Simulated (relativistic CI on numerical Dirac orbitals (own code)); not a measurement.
# V: the cost of one run

Program: relativistic CI on numerical Dirac orbitals (own code) version 3. Level of theory: charge-transfer multiplet model of a cubic metal-ligand cluster with up to 2 ligand holes, Slater and spin-orbit integrals from Dirac-Coulomb-Breit ions, Slater integrals scaled by 0.9. These are calculated values, not measurements, unless marked.

**1. The system**

| Quantity | Value |
| --- | --- |
| ion | V⁵⁺ (V VI) |
| nuclear charge | 23 |
| electrons | 18 |
| d electrons | 0 |
| ligand holes at most | 2 |
| parameters | in eV; Veg, Vt2g hoppings, tenDq and tenDqL metal and ligand splittings (negative tenDq: tetrahedral), red the scaling of hopping with a core hole |
| temperature | 300 K |
| widths | Lorentz 0.6 eV, Gauss 0.8 eV |

**2. Upd = 5.8 eV**

Settings of the run:

```ini
cluster ion=V5+ d0 ligand_holes=2 slater_scale=0.9
Delta=1.7 Udd=4.6 Upd=5.8 tenDq=1.35 tenDqL=1.3 Veg=2.55 Vt2g=-1.26 red=1
spectrum xps 2p T=300 lorentz=0.6 gauss=0.8
```

The run is started by

```
$ python run_levels.py task.json out
```

The settings of every run stand in task.json; they run in order.

**Question.** How long does this run take on 1 thread of Neoverse-V2, shared host, and how much memory does it need?

About 1.5 s, with a peak of 0.18 GiB.
